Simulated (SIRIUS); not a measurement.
# TiB2 (P6/mmm) in SIRIUS: further runs, part 2 of 2

SIRIUS 7.12.0. Earlier steps stand in the parts before.

## (5) Band structure, WC

sirius.json reads:

```json
{
  "control": {
    "processing_unit": "cpu",
    "std_evp_solver_name": "lapack",
    "gen_evp_solver_name": "lapack",
    "verbosity": 2,
    "print_forces": true,
    "ortho_rf": true,
    "use_second_variation": true,
    "rmt_max": 3.0,
    "num_bands_to_print": 21,
    "save_wf": true
  },
  "parameters": {
    "electronic_structure_method": "full_potential_lapwlo",
    "xc_functionals": ["XC_GGA_X_WC", "XC_GGA_C_PBE"],
    "core_relativity": "dirac",
    "valence_relativity": "iora",
    "num_fv_states": 21,
    "smearing": "fermi_dirac",
    "smearing_width": 0.0018374661,
    "pw_cutoff": 21,
    "gk_cutoff": 4.01,
    "lmax_apw": 10,
    "lmax_rho": 8,
    "lmax_pot": 8,
    "num_mag_dims": 0,
    "auto_rmt": 0,
    "ngridk": [10, 10, 8],
    "shiftk": [0, 0, 0],
    "num_dft_iter": 80,
    "energy_tol": 1e-07,
    "density_tol": 1e-05,
    "use_symmetry": true
  },
  "settings": {"tol_ne": 1e-10},
  "iterative_solver": {"type": "exact"},
  "mixer": {"type": "anderson", "beta": 0.5, "max_history": 8},
  "unit_cell": {
    "lattice_vectors": [[5.7243583767, 0.0, 0.0], [-2.8621791884, 4.9574397745, 0.0], [0.0, 0.0, 6.1007918207]],
    "atom_types": ["B", "Ti"],
    "atom_files": {"B": "B.json", "Ti": "Ti.json"},
    "atoms": {"B": [[0.6666666667, 0.3333333333, 0.5], [0.3333333333, 0.6666666667, 0.5]], "Ti": [[0.0, 0.0, 0.0]]}
  }
}
```

B.json reads:

```json
{
  "name": "boron",
  "symbol": "B",
  "number": 5,
  "mass": 10.811,
  "rmin": 1e-06,
  "rmt": 1.62,
  "nrmt": 800,
  "rinf": 17.81,
  "core": "",
  "valence": [
    {"basis": [{"enu": 0.21, "dme": 0, "n": 0, "auto": 0}, {"enu": 0.21, "dme": 1, "n": 0, "auto": 0}]},
    {"l": 0, "n": 1, "basis": [{"enu": 0.2559, "dme": 0, "n": 0, "auto": 0}]},
    {"l": 1, "n": 2, "basis": [{"enu": 0.31, "dme": 0, "n": 0, "auto": 0}]},
    {"l": 2, "n": 3, "basis": [{"enu": 0.31, "dme": 0, "n": 0, "auto": 0}]},
    {"l": 3, "n": 4, "basis": [{"enu": 0.31, "dme": 0, "n": 0, "auto": 0}]}
  ],
  "lo": [
    {
      "l": 0,
      "basis": [{"enu": 0.2559, "dme": 0, "n": 0, "auto": 0}, {"enu": 0.2559, "dme": 1, "n": 0, "auto": 0}]
    },
    {
      "l": 0,
      "basis": [{"enu": 0.2559, "dme": 1, "n": 0, "auto": 0}, {"enu": 0.2559, "dme": 2, "n": 0, "auto": 0}]
    },
    {
      "l": 0,
      "basis": [{"enu": -6.1164, "dme": 0, "n": 1, "auto": 1}, {"enu": -6.1164, "dme": 1, "n": 1, "auto": 1}]
    },
    {
      "l": 0,
      "basis": [{"enu": 0.2559, "dme": 0, "n": 0, "auto": 0}, {"enu": 4.8284, "dme": 0, "n": 0, "auto": 0}]
    },
    {"l": 1, "basis": [{"enu": 0.31, "dme": 0, "n": 0, "auto": 0}, {"enu": 0.31, "dme": 1, "n": 0, "auto": 0}]},
    {"l": 1, "basis": [{"enu": 0.31, "dme": 1, "n": 0, "auto": 0}, {"enu": 0.31, "dme": 2, "n": 0, "auto": 0}]},
    {"l": 1, "basis": [{"enu": 0.31, "dme": 0, "n": 0, "auto": 0}, {"enu": 5.5683, "dme": 0, "n": 0, "auto": 0}]},
    {"l": 2, "basis": [{"enu": 0.31, "dme": 0, "n": 0, "auto": 0}, {"enu": 0.31, "dme": 1, "n": 0, "auto": 0}]},
    {"l": 2, "basis": [{"enu": 0.31, "dme": 1, "n": 0, "auto": 0}, {"enu": 0.31, "dme": 2, "n": 0, "auto": 0}]},
    {"l": 2, "basis": [{"enu": 0.31, "dme": 0, "n": 0, "auto": 0}, {"enu": 6.2542, "dme": 0, "n": 0, "auto": 0}]},
    {"l": 3, "basis": [{"enu": 0.31, "dme": 0, "n": 0, "auto": 0}, {"enu": 0.31, "dme": 1, "n": 0, "auto": 0}]}
  ],
  "free_atom": [... radial grid and density of the free atom, the start of the SCF ...]
}
```

Ti.json reads:

```json
{
  "name": "titanium",
  "symbol": "Ti",
  "number": 22,
  "mass": 47.867,
  "rmin": 1e-06,
  "rmt": 2.23,
  "nrmt": 800,
  "rinf": 17.51,
  "core": "1s2s2p",
  "valence": [
    {"basis": [{"enu": 0.21, "dme": 0, "n": 0, "auto": 0}, {"enu": 0.21, "dme": 1, "n": 0, "auto": 0}]},
    {"l": 0, "n": 1, "basis": [{"enu": 0.31, "dme": 0, "n": 0, "auto": 0}]},
    {"l": 1, "n": 2, "basis": [{"enu": 0.31, "dme": 0, "n": 0, "auto": 0}]},
    {"l": 2, "n": 3, "basis": [{"enu": 0.31, "dme": 0, "n": 0, "auto": 0}]},
    {"l": 3, "n": 4, "basis": [{"enu": 0.31, "dme": 0, "n": 0, "auto": 0}]}
  ],
  "lo": [
    {"l": 0, "basis": [{"enu": 0.31, "dme": 0, "n": 0, "auto": 0}, {"enu": 0.31, "dme": 1, "n": 0, "auto": 0}]},
    {
      "l": 0,
      "basis": [{"enu": -1.8103, "dme": 0, "n": 3, "auto": 1}, {"enu": -1.8103, "dme": 1, "n": 3, "auto": 1}]
    },
    {
      "l": 0,
      "basis": [{"enu": -1.8103, "dme": 1, "n": 3, "auto": 1}, {"enu": 0.31, "dme": 0, "n": 0, "auto": 0}]
    },
    {"l": 0, "basis": [{"enu": 0.31, "dme": 0, "n": 0, "auto": 0}, {"enu": 3.5274, "dme": 0, "n": 0, "auto": 0}]},
    {"l": 1, "basis": [{"enu": 0.31, "dme": 0, "n": 0, "auto": 0}, {"enu": 0.31, "dme": 1, "n": 0, "auto": 0}]},
    {
      "l": 1,
      "basis": [{"enu": -0.9503, "dme": 0, "n": 3, "auto": 1}, {"enu": -0.9503, "dme": 1, "n": 3, "auto": 1}]
    },
    {
      "l": 1,
      "basis": [{"enu": -0.9503, "dme": 1, "n": 3, "auto": 1}, {"enu": 0.31, "dme": 0, "n": 0, "auto": 0}]
    },
    {"l": 1, "basis": [{"enu": 0.31, "dme": 0, "n": 0, "auto": 0}, {"enu": 4.0101, "dme": 0, "n": 0, "auto": 0}]},
    {"l": 2, "basis": [{"enu": 0.31, "dme": 0, "n": 0, "auto": 0}, {"enu": 0.31, "dme": 1, "n": 0, "auto": 0}]},
    {"l": 2, "basis": [{"enu": 0.31, "dme": 1, "n": 0, "auto": 0}, {"enu": 0.31, "dme": 2, "n": 0, "auto": 0}]},
    {"l": 2, "basis": [{"enu": 0.31, "dme": 0, "n": 0, "auto": 0}, {"enu": 3.447, "dme": 0, "n": 0, "auto": 0}]},
    {"l": 3, "basis": [{"enu": 0.31, "dme": 0, "n": 0, "auto": 0}, {"enu": 0.31, "dme": 1, "n": 0, "auto": 0}]},
    {"l": 3, "basis": [{"enu": 0.31, "dme": 0, "n": 0, "auto": 0}, {"enu": 3.809, "dme": 0, "n": 0, "auto": 0}]}
  ],
  "free_atom": [... radial grid and density of the free atom, the start of the SCF ...]
}
```

sirius_start.json reads:

```json
{
  "control": {
    "processing_unit": "cpu",
    "std_evp_solver_name": "lapack",
    "gen_evp_solver_name": "lapack",
    "verbosity": 1,
    "print_forces": false,
    "ortho_rf": true,
    "use_second_variation": true,
    "rmt_max": 3.0,
    "num_bands_to_print": 21,
    "save_wf": false
  },
  "parameters": {
    "electronic_structure_method": "full_potential_lapwlo",
    "xc_functionals": ["XC_LDA_X", "XC_LDA_C_PW"],
    "core_relativity": "dirac",
    "valence_relativity": "iora",
    "num_fv_states": 21,
    "smearing": "fermi_dirac",
    "smearing_width": 0.0055123983,
    "pw_cutoff": 21,
    "gk_cutoff": 3.21,
    "lmax_apw": 10,
    "lmax_rho": 8,
    "lmax_pot": 8,
    "num_mag_dims": 0,
    "auto_rmt": 0,
    "ngridk": [4, 4, 3],
    "shiftk": [0, 0, 0],
    "num_dft_iter": 30,
    "energy_tol": 0.01,
    "density_tol": 0.05,
    "use_symmetry": true
  },
  "settings": {"tol_ne": 1e-10},
  "iterative_solver": {"type": "exact"},
  "mixer": {"type": "anderson", "beta": 0.5, "max_history": 8},
  "unit_cell": {
    "lattice_vectors": [[5.7243583767, 0.0, 0.0], [-2.8621791884, 4.9574397745, 0.0], [0.0, 0.0, 6.1007918207]],
    "atom_types": ["B", "Ti"],
    "atom_files": {"B": "B.json", "Ti": "Ti.json"},
    "atoms": {"B": [[0.6666666667, 0.3333333333, 0.5], [0.3333333333, 0.6666666667, 0.5]], "Ti": [[0.0, 0.0, 0.0]]}
  }
}
```

sirius_bands.json reads:

```json
{
  "control": {
    "processing_unit": "cpu",
    "std_evp_solver_name": "lapack",
    "gen_evp_solver_name": "lapack",
    "verbosity": 2,
    "print_forces": true,
    "ortho_rf": true,
    "use_second_variation": true,
    "rmt_max": 3.0,
    "num_bands_to_print": 21,
    "save_wf": true
  },
  "parameters": {
    "electronic_structure_method": "full_potential_lapwlo",
    "xc_functionals": ["XC_GGA_X_WC", "XC_GGA_C_PBE"],
    "core_relativity": "dirac",
    "valence_relativity": "iora",
    "num_fv_states": 21,
    "smearing": "fermi_dirac",
    "smearing_width": 0.0018374661,
    "pw_cutoff": 21,
    "gk_cutoff": 4.01,
    "lmax_apw": 10,
    "lmax_rho": 8,
    "lmax_pot": 8,
    "num_mag_dims": 0,
    "auto_rmt": 0,
    "ngridk": [10, 10, 8],
    "shiftk": [0, 0, 0],
    "num_dft_iter": 80,
    "energy_tol": 1e-07,
    "density_tol": 1e-05,
    "use_symmetry": true
  },
  "settings": {"tol_ne": 1e-10},
  "iterative_solver": {"type": "exact"},
  "mixer": {"type": "anderson", "beta": 0.5, "max_history": 8},
  "unit_cell": {
    "lattice_vectors": [[5.7243583767, 0.0, 0.0], [-2.8621791884, 4.9574397745, 0.0], [0.0, 0.0, 6.1007918207]],
    "atom_types": ["B", "Ti"],
    "atom_files": {"B": "B.json", "Ti": "Ti.json"},
    "atoms": {"B": [[0.6666666667, 0.3333333333, 0.5], [0.3333333333, 0.6666666667, 0.5]], "Ti": [[0.0, 0.0, 0.0]]}
  },
  "kpoints_rel": {
    "G": [0.0, 0.0, 0.0],
    "A": [0.0, 0.0, 0.5],
    "H": [0.3333333333, 0.3333333333, 0.5],
    "K": [0.3333333333, 0.3333333333, 0.0],
    "L": [0.5, 0.0, 0.5],
    "M": [0.5, 0.0, 0.0]
  },
  "kpoints_path": ["G", "M", "K", "G", "A", "L", "H", "A"]
}
```

Potentials or basis: all-electron FP-LAPW, apw+lo standard.

Command:

```bash
$ OMP_NUM_THREADS=1 sirius.scf --input=sirius_start.json --output=start.json
$ OMP_NUM_THREADS=1 sirius.scf --input=sirius.json --output=output.json --task=1
$ OMP_NUM_THREADS=1 sirius.scf --input=sirius_bands.json --output=bands_out.json --task=2
```

Output:

```text
[info] SIRIUS version : 7.12.0
[info] number of MPI ranks           : 1
[info] MPI grid                      : 1 1
[info] maximum number of OMP threads : 1
[fft] FFT context for density and potential
[fft] =====================================
[fft]   plane wave cutoff                     : 21
[fft]   grid size                             : 45 45 45   total : 91125
[fft]   grid limits                           : -22 22   -22 22   -22 22
[fft]   number of G-vectors within the cutoff : 26975
[fft]   number of G-shells                    : 1391
[fft] FFT context for coarse grid
[fft] =====================================
[fft]   plane wave cutoff                     : 8.02
[fft]   grid size                             : 18 18 18   total : 5832
[fft]   grid limits                           : -8 9   -8 9   -8 9
[fft]   number of G-vectors within the cutoff : 1545
[fft]   number of G-shells                    : 107
[unit cell] lattice vectors
[unit cell]   a1 :       5.7243583767      0.0000000000      0.0000000000
[... 461 lines left out ...]
[find] enuc                           :   -1081.82559959
[find] <rho|V^{XC}>                   :     -65.06921898
[find] <rho|E^{XC}>                   :     -49.97366263
[find] <mag|B^{XC}>                   :       0.00000000
[find] <rho|V^{H}>                    :   -1364.64954298
[find] smearing (-TS)                 :      -0.00023323
[find] SCF correction                 :       0.00000765
[find] Total energy                   :    -903.17080858 (Ha),   -1806.34161716 (Ry)
[find] Free energy (E-TS)             :    -903.17104181 (Ha),   -1806.34208362 (Ry)
[find] band gap (eV)                  :       0.00000000
[find] Efermi                         :       0.40251946
[ground_state]
[ground_state] ==== total Forces in Ha/bohr =====
[ground_state] atom:    0, force:      -0.0000000     -0.0000000      0.0000000
[ground_state] atom:    1, force:      -0.0000000     -0.0000000     -0.0000000
[ground_state] atom:    2, force:       0.0000000      0.0000000      0.0000000
[ground_state] ==== contribution from density =====
[ground_state] atom:    0, force:       0.0000000     -0.0000000      0.0000000
[ground_state] atom:    1, force:      -0.0000000      0.0000000      0.0000000
[ground_state] atom:    2, force:       0.0000000      0.0000000      0.0000000
[ground_state] ==== contribution from Hartree potential =====
[ground_state] atom:    0, force:      -0.0000000      0.0000000      0.0000000
[ground_state] atom:    1, force:       0.0000000      0.0000000      0.0000000
[ground_state] atom:    2, force:       0.0000000      0.0000000      0.0000000
[ground_state] ==== contribution from IBS =====
[ground_state] atom:    0, force:       0.0000000     -0.0000000      0.0000000
[ground_state] atom:    1, force:      -0.0000000     -0.0000000     -0.0000000
[ground_state] atom:    2, force:       0.0000000      0.0000000      0.0000000
```

Run time: 70 s. Hardware: 1 thread of Arm Neoverse V2, shared host; peak memory 0.52 GiB.

Results:

* Free energy: -24576.5361 eV
* Band gap along the path: none (metal or under the smearing width)
* All electrons inside the program's atomic spheres: Ti 20.17; B 3.69 (radii B 1.62, Ti 2.23 bohr)

Levels at the corners of the path, in eV from the Fermi level:
| point | band 8 | band 9 | band 10 | band 11 | band 12 | band 13 | band 14 | band 15 |
| --- | --- | --- | --- | --- | --- | --- | --- | --- |
| Γ | -2.54 | -2.54 | -2.23 | -2.07 | 1.96 | 1.96 | 3.72 | 3.72 |
| M | -9.12 | -3.18 | -3.16 | -2.21 | 1.40 | 2.81 | 3.29 | 3.45 |
| K | -8.21 | -7.27 | -1.79 | -1.79 | 1.43 | 1.43 | 2.06 | 7.01 |
| Γ | -2.54 | -2.54 | -2.23 | -2.07 | 1.96 | 1.96 | 3.72 | 3.72 |
| A | -7.53 | -0.47 | -0.47 | -0.12 | -0.12 | 0.49 | 0.49 | 1.70 |
| L | -7.45 | -4.57 | -3.76 | -3.05 | 2.55 | 2.99 | 4.55 | 4.66 |
| H | -8.47 | -5.64 | -3.08 | -3.08 | 2.58 | 4.32 | 4.32 | 4.57 |
| A | -7.53 | -0.47 | -0.47 | -0.12 | -0.12 | 0.49 | 0.49 | 1.70 |
